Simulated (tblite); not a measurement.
# GeH9NSi3: the cost of one run

Programs: tblite 0.8.0 and PySCF 2.14.0. All values are calculated, for the isolated system unless a continuum is named. Atoms count from 0, parts from 1.

### 1 The system as given

14 atoms, charge 0, multiplicity 1; geometry: distance geometry start.

### 2 Geometry optimisation with GFN2-xTB

What the job is given:

```
{"job": {"kind": "relax", "xc": "GFN2-xTB", "basis": "xTB"}, "charge": 0, "multiplicity": 1}
Si     0.594152    -0.280888    -0.421112
Ge     0.779565    -0.474021     1.871838
N      0.207870     0.061511    -2.173382
Si     0.667371     1.710880    -2.787535
Si    -1.396723    -0.598090    -2.787787
H      2.241834    -0.607752     2.238552
H      0.204931     0.778415     2.510840
H      0.032467    -1.675136     2.358135
H      1.963558     2.048790    -2.317368
H     -0.269361     2.667655    -2.322907
H      0.664345     1.699190    -4.232246
H     -1.165397    -1.465254    -3.904433
H     -2.220248     0.500520    -3.197312
H     -2.029435    -1.321419    -1.739776
```

Method: GFN2-xTB geometry optimisation, gas phase.

Started as:

```bash
OMP_NUM_THREADS=1 python cluster_run.py task.json out
```

One launch serves the whole session: the jobs run in the order shown.

Q: Estimate the wall time of this first job on 1 thread of Arm Neoverse V1, shared host.

About 6.9 s.
